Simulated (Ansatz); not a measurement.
# Si3Ge2H12: small, medium and large basis sets

The task here is to estimate one member of a computed series from the others.

The runs use Ansatz 0.2.0, Gaussian basis; one geometry, several basis sets.

Plan: PBE0-D4/def2-SVP; ωB97M-V/def2-SVP; PBE0-D4/def2-QZVPP; ωB97M-V/def2-QZVPP; the functionals' def2-TZVPP values are taken from earlier runs.

1 further run of the same task is left out (it didn't finish).

### The relaxed structure

All runs share one geometry, relaxed beforehand with PBE0-D4 in a triple-zeta def2 set.

SMILES `[GeH3][SiH2][SiH2][SiH2][GeH3]`, 17 atoms, charge 0, spin multiplicity 1.

Atoms are counted from 1 here; the program's logs count them from 0.

Bond lengths: Ge1–Si2 2.380 Å, Ge1–H6 1.538 Å, Ge1–H7 1.538 Å, Ge1–H8 1.538 Å, Si2–Si3 2.338 Å, Si2–H9 1.490 Å, Si2–H10 1.489 Å, Si3–Si4 2.337 Å, Si3–H11 1.490 Å, Si3–H12 1.490 Å, Si4–Ge5 2.380 Å, Si4–H13 1.489 Å, Si4–H14 1.490 Å, Ge5–H15 1.538 Å, Ge5–H16 1.538 Å, Ge5–H17 1.538 Å. Angles: Si2–Ge1–H6 111.3°, Si2–Ge1–H7 110.3°, Si2–Ge1–H8 110.0°, H6–Ge1–H7 108.5°, H6–Ge1–H8 108.4°, H7–Ge1–H8 108.2°, Ge1–Si2–Si3 109.7°, Ge1–Si2–H9 108.8°, Ge1–Si2–H10 109.7°, Si3–Si2–H9 109.0°, Si3–Si2–H10 111.2°, H9–Si2–H10 108.3°, Si2–Si3–Si4 108.2°, Si2–Si3–H11 109.6°, Si2–Si3–H12 110.5°, Si4–Si3–H11 110.4°, Si4–Si3–H12 109.7°, H11–Si3–H12 108.4° and more.

The first run:

Input file in.yaml:

```yaml
crystal:
  periodic: [false, false, false]
  atoms:
    - {symbol: Ge, position_ang: [0.501088, 1.834191, -1.854238]}
    - {symbol: Si, position_ang: [1.728622, 0.947438, -0.017752]}
    - {symbol: Si, position_ang: [1.343259, -1.351957, 0.150360]}
    - {symbol: Si, position_ang: [-0.965834, -1.711076, 0.099245]}
    - {symbol: Ge, position_ang: [-2.034015, -0.294422, 1.685941]}
    - {symbol: H, position_ang: [0.768682, 3.338219, -2.031375]}
    - {symbol: H, position_ang: [0.891006, 1.112497, -3.155518]}
    - {symbol: H, position_ang: [-1.006697, 1.631659, -1.626954]}
    - {symbol: H, position_ang: [1.266659, 1.610014, 1.233852]}
    - {symbol: H, position_ang: [3.178386, 1.239889, -0.193802]}
    - {symbol: H, position_ang: [2.004249, -2.054569, -0.985290]}
    - {symbol: H, position_ang: [1.905170, -1.882604, 1.424295]}
    - {symbol: H, position_ang: [-1.297750, -3.133339, 0.391303]}
    - {symbol: H, position_ang: [-1.477360, -1.381346, -1.260392]}
    - {symbol: H, position_ang: [-1.477750, -0.556935, 3.095855]}
    - {symbol: H, position_ang: [-3.553859, -0.528077, 1.709665]}
    - {symbol: H, position_ang: [-1.773855, 1.180409, 1.334796]}
basis:
  gaussian: {orbitals: def2-SVP}
hamiltonian: {xc: pbe0, dispersion: d4}
output: {orbitals: {seedname: orbitals}}
```

Steps of the session up to this table: PBE0-D4 in def2-SVP; ωB97M-V in def2-SVP; PBE0-D4 in def2-QZVPP; ωB97M-V in def2-QZVPP.

One of the session's tables, all rows but one given; the rest of the session is left out.

It belongs to the step «Density functionals: the series». 

```
functional       basis  HOMO (eV)  LUMO (eV)
   PBE0-D4    def2-SVP      -7.94      -0.24
   PBE0-D4  def2-TZVPP      -7.88      -0.41
   PBE0-D4  def2-QZVPP      -7.88      -0.47
   ωB97M-V    def2-SVP      -9.85       1.57
   ωB97M-V  def2-TZVPP          ?          ?
   ωB97M-V  def2-QZVPP      -9.82       1.00
```

Q: Estimate the row for ωB97M-V, def2-TZVPP from the others.

As computed: HOMO (eV): -9.83; LUMO (eV): 1.28. In the column «HOMO (eV)» it lies between ωB97M-V, def2-SVP (-9.85) and ωB97M-V, def2-QZVPP (-9.82).
